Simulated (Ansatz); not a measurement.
# CH₆BNS: ionisation energy by level of theory

An exercise on one series of results from a longer session: the logs are not shown, and one member is left open.

The runs use Ansatz 0.2.0, Gaussian basis; unrestricted cation, the program's frozen cores in correlated methods.

The runs, in order: UKS PBE-D4/def2-TZVPP; UKS r2SCAN-D4/def2-TZVPP; UKS PBE0-D4/def2-TZVPP; UKS B3LYP-D4/def2-TZVPP; UKS wB97X-V/def2-TZVPP; UKS wB97M-V/def2-TZVPP; UKS B2PLYP/def2-TZVPP; UHF-CCSD(T)/def2-TZVPP; UHF-MP2/def2-QZVPP; extrapolation to the limit; then −ε(HOMO) from the neutral's earlier runs with LDA (SPW92), PBE-D4, revPBE-D4, BLYP-D4, r2SCAN-D4, B97M-V, PBE0-D4, B3LYP-D4, r2SCANh-D4, r2SCAN0-D4, HSE06-D4, BHLYP-D4, CAM-B3LYP-D4, LC-ωPBE, ωB97X-V, ωB97M-V.

### The geometry

An earlier PBE0-D4 in a triple-zeta def2 set relaxation fixed the geometry.

SMILES `CB(N)S`, 10 atoms, charge 0, spin multiplicity 1.

Atoms are counted from 1 here; the program's logs count them from 0.

Bond lengths: C1–B2 1.572 Å, C1–H5 1.094 Å, C1–H6 1.093 Å, C1–H7 1.094 Å, B2–N3 1.397 Å, B2–S4 1.828 Å, N3–H8 1.005 Å, N3–H9 1.005 Å, S4–H10 1.343 Å. Angles: B2–C1–H5 111.1°, B2–C1–H6 112.6°, B2–C1–H7 111.0°, H5–C1–H6 107.8°, H5–C1–H7 106.3°, H6–C1–H7 107.8°, C1–B2–N3 121.6°, C1–B2–S4 116.8°, N3–B2–S4 121.6°, B2–N3–H8 124.6°, B2–N3–H9 121.6°, H8–N3–H9 113.8°, B2–S4–H10 98.6°.

Set-up of the first run:

Contents of in.yaml:

```yaml
crystal:
  periodic: [false, false, false]
  atoms:
    - {symbol: C, position_ang: [-1.111521, 0.588583, -0.593041]}
    - {symbol: B, position_ang: [0.212974, -0.098442, -0.096665]}
    - {symbol: N, position_ang: [0.460317, -0.315613, 1.261012]}
    - {symbol: S, position_ang: [1.412984, -0.599801, -1.381883]}
    - {symbol: H, position_ang: [-0.893555, 1.492913, -1.168768]}
    - {symbol: H, position_ang: [-1.774123, 0.868219, 0.230088]}
    - {symbol: H, position_ang: [-1.669941, -0.074056, -1.260923]}
    - {symbol: H, position_ang: [1.288588, -0.750550, 1.626973]}
    - {symbol: H, position_ang: [-0.199061, -0.039587, 1.968013]}
    - {symbol: H, position_ang: [2.356437, -1.122967, -0.581806]}
basis:
  gaussian: {orbitals: def2-TZVPP}
total_charge: 1
magnetization: {spin_polarized: true, initial_magnetization: 1}
hamiltonian: {xc: pbe, dispersion: d4}
```

Launch:

```bash
> ansatz run in.yaml --threads 2 --pin off --events-out ev --progress --plain --max-ram 32768MiB --backend cpu
```

Steps of the session up to this table: Cation, UKS PBE-D4/def2-TZVPP; Cation, UKS r2SCAN-D4/def2-TZVPP; Cation, UKS PBE0-D4/def2-TZVPP; Cation, UKS B3LYP-D4/def2-TZVPP; Cation, UKS wB97X-V/def2-TZVPP; Cation, UKS wB97M-V/def2-TZVPP; Cation, UKS B2PLYP (frozen core)/def2-TZVPP; Cation, UHF-CCSD(T)/def2-TZVPP; Cation, UHF-MP2/def2-QZVPP.

One table of the session follows, with a row left open; its other results are not shown here.

It belongs to the step «Ionisation energies side by side». For comparison, −ε(HOMO) of the neutral from earlier runs:

| functional | −ε(HOMO) (eV) |
| --- | --- |
| LDA (SPW92) | 5.96 |
| PBE-D4 | 5.83 |
| revPBE-D4 | 5.78 |
| BLYP-D4 | 5.67 |
| r2SCAN-D4 | 6.11 |
| B97M-V | ? |
| PBE0-D4 | 7.06 |
| B3LYP-D4 | 6.82 |
| r2SCANh-D4 | 6.56 |
| r2SCAN0-D4 | 7.25 |
| HSE06-D4 | 6.66 |
| BHLYP-D4 | 8.15 |
| CAM-B3LYP-D4 | 8.39 |
| LC-ωPBE | 9.80 |
| ωB97X-V | 9.43 |
| ωB97M-V | 9.27 |

**Question.** Estimate the row for B97M-V.

**Answer.** −ε(HOMO) (eV): 6.18. In the column «−ε(HOMO) (eV)» it lies between r2SCAN-D4 (6.11) and r2SCANh-D4 (6.56).
